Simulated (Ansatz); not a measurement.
The system is LuBr.

```
Lu Br
1.0
     3.60687    0.00000    0.00000
    -1.80344    3.12364    0.00000
     0.00000    0.00000    9.87175
Lu Br
2 2
Direct
  0.66667 0.33333 0.83099
  0.33333 0.66667 0.33099
  0.66667 0.33333 0.54401
  0.33333 0.66667 0.04401
```

The cell comes from a database or a generator and needn't be the stable form of this composition.

Below is the output of Ansatz 0.2.0 for this cell. Logs are shortened: lines on timing, memory, paths and dates and some standing lists are left out, and cuts for length are marked.

```text
Warning: output.stress: scf.convergence.dr2_threshold = 1e-7 eV (the SCF's general default) is looser than the 4e-10 eV advised for a printed stress (1e-10 eV for each atom of the cell: 4). What an SCF threshold leaves in a stress goes as its square root, and in the free energy as the threshold itself, and one threshold admits the most on a small cell: of the crystals measured, under no hybrid functional and no lock of the moments, on runs that ended without the residual-converged pass, on stresses that held no estimate of that error, the worst erred by over 100 MPa in a component at 1e-7 eV an atom and by under 5 at 1e-10. Set scf.convergence.dr2_threshold to 4e-10 eV or tighter. The threshold is an SCF's pass mark: one that does not reach it within its budget of iterations ends unconverged, or closes short of it on a stop that the run arms, and scf.convergence.dr2_threshold's page says what that costs each kind of run
Warning: output.stress: scf.exx.energy_threshold = 1e-6 eV is looser than the 4e-8 eV advised for a stress under a hybrid functional (1e-8 eV for each atom of the cell: 4). Every SCF of the exchange loop can meet its threshold on dr2 while the loop round them stops early: no threshold on dr2 bounds what that leaves in the stress. Set scf.exx.energy_threshold to 4e-8 eV or tighter. The threshold is the loop's pass mark: a loop that does not reach it within its budget of cycles ends unconverged, and scf.exx.energy_threshold's page has the law
Warning: RAYON_NUM_THREADS=2 ignored (pool sized by the plan → 2); use --threads N
Engine: ansatz 0.2.0, x86_64-unknown-linux-gnu
Pseudopotentials: kind: paw
Pseudopotential: Lu, paw, valence charge 25, recommended cutoff 420 eV (normal), Lu.paw.azcp
Pseudopotential: Br, paw, valence charge 7, recommended cutoff 420 eV (normal), Br.paw.azcp
Functional definition: unnamed
  parameter a_1 = 0.4
  parameter omega_1 = 0.2/angstrom
  exchange = pbe_x + (-a_1)*pbe_x_sr(omega_1) + a_1*exact_x_sr(omega_1)
  correlation = pbe_c
Crystal: 4 atoms, lattice volume = 111.221 Å³
Basis set: ecut = 420 eV, 2145 PW (Γ), exchange–correlation on 50×50×144 points (8 copies of the dense FFT grid, shifted against one another)
[... 77 lines left out ...]
  E_hartree    = 6705.498210
  E_xc         = -639.302215
  E_vxc        = -481.041970  (∫ρ·V_xc dr)
  E_exx        = -383.875582  (= α·E_x^exact, valence–valence)
  E_paw        = -19152.113125  (= ΣΔE_a)
  E_vpaw       = 1020.185595  (= ΣTr[D̂ρ^β])
  E_aug_tail   = 0.000075  (compensation charges beyond the density's cutoff)
  E_ewald      = -7995.769603
  E_core_change = 4.107476  (= ΣΔE_core)
  E_smearing   = -0.000414  (= −TS)
  E_closure    = -0.000000  (closes the sum)
  Σ components = -35040.682901   (vs F -35040.682901, Δ=7.28e-12)
--- Forces (eV/Å), atoms counted from 1 ---
  atom   1  Lu     0.00000000     0.00000000     0.02827892
  atom   2  Lu     0.00000000    -0.00000000     0.02827892
  atom   3  Br     0.00000000    -0.00000000    -0.02826684
  atom   4  Br     0.00000000     0.00000000    -0.02826684
  max |Σ_I F_I| component: 2.42e-5 eV/Å
--- Stress (GPa, compression-positive) ---
        0.712121       0.000000       0.000000
       -0.000000       0.712121       0.000000
        0.000000      -0.000000      -0.080495
  P = ⅓ Tr σ = 0.4479 GPa (4.479 kbar)
--- Band table (eV; the first three rows and the last of 10) ---
  k-point 0: bands = ["-51.5568", "-51.5567", "-20.2882", "-20.2575", "-19.8720", "-19.8720", "-19.8708", "-19.8708", "-9.6223", "-9.3594", "-0.0488", "-0.0183", "-0.0120", "-0.0103", "-0.0103", "-0.0090", "-0.0090", "-0.0042", "0.0117", "0.0117", "0.0151", "0.0151", "0.0475", "0.0475", "1.7718", "3.2045", "6.1151", "6.1151", "6.2731", "6.2731", "6.6800", "8.5566", "13.6477", "13.6477", "13.7906", "13.7906", "14.2285", "14.4949", "14.7631"]
  k-point 1: bands = ["-51.5567", "-51.5567", "-20.2729", "-20.2729", "-19.8714", "-19.8714", "-19.8714", "-19.8714", "-9.4933", "-9.4933", "-0.0273", "-0.0273", "-0.0102", "-0.0102", "-0.0097", "-0.0097", "-0.0097", "-0.0097", "0.0135", "0.0135", "0.0135", "0.0135", "0.0475", "0.0475", "2.3765", "2.3765", "6.1925", "6.1925", "6.1925", "6.1925", "7.7324", "7.7324", "13.7357", "13.7357", "13.7357", "13.7357", "13.7778", "13.7778", "15.4679"]
  k-point 2: bands = ["-51.5518", "-51.5518", "-20.2659", "-20.2405", "-19.9871", "-19.9862", "-19.8974", "-19.8958", "-9.3874", "-9.1726", "-0.0353", "-0.0130", "-0.0101", "-0.0047", "-0.0041", "-0.0028", "-0.0006", "0.0012", "0.0037", "0.0075", "0.0091", "0.0125", "0.0327", "0.0332", "2.3062", "3.4338", "4.4910", "4.7702", "5.7944", "5.9809", "7.9671", "9.0046", "12.2655", "12.9205", "13.2633", "14.3552", "14.6592", "14.6849", "14.9415"]
  k-point 9: bands = ["-51.5415", "-51.5415", "-20.2112", "-20.2112", "-20.1561", "-20.1561", "-20.0162", "-20.0162", "-8.7835", "-8.7835", "-0.0152", "-0.0152", "-0.0103", "-0.0103", "-0.0046", "-0.0046", "0.0031", "0.0031", "0.0075", "0.0075", "0.0151", "0.0151", "0.0297", "0.0297", "2.8727", "2.8727", "3.7187", "3.7187", "4.4001", "4.4001", "10.4233", "10.4233", "11.6538", "11.6538", "13.8861", "13.8861", "14.7488", "14.7488", "15.8728"]
```

Q: What input gives this log?

A: Single point with HSE06 form with a typed share of exact exchange, no spin polarisation. The files as run (others can give the same):

input.yaml
```yaml
crystal:
  lattice:
    - [3.6068742112, 0.0, 0.0]
    - [-1.8034371056, 3.1236446952, 0.0]
    - [0.0, 0.0, 9.871749]
  atoms:
    - { symbol: Lu, position: [0.6666666667, 0.3333333333, 0.83099] }
    - { symbol: Lu, position: [0.3333333333, 0.6666666667, 0.33099] }
    - { symbol: Br, position: [0.6666666667, 0.3333333333, 0.544011] }
    - { symbol: Br, position: [0.3333333333, 0.6666666667, 0.044011] }
hamiltonian:
  xc: { exchange: pbe, correlation: pbe, exx: { coeff: 0.4, omega: 0.2 } }
  pseudopotentials: { kind: paw }
kpoints:
  mp_grid: { grid: [5, 5, 2] }
scf:
  occupations: { method: fermi_dirac, width: 0.05 }
output:
  forces: true
  stress: true
  eigenvalues: true
```

Potentials or basis: Ansatz PAW.
Command:
```console
$ ansatz run input.yaml --threads 2 --pin off --max-ram 5632MiB --backend cpu --events-out ev --progress --plain --runs-dir out
```

Caveat: odd divisions of the mesh miss points on the zone boundary, where band edges often lie, so the gap on the mesh can be too wide; spin-orbit coupling is left out, which moves the levels of the heavy elements; the PAW data sets come from PBE, with cores solved anew for the run's functional, which leaves a small shift of forces and pressure; the thresholds are loose for stress.
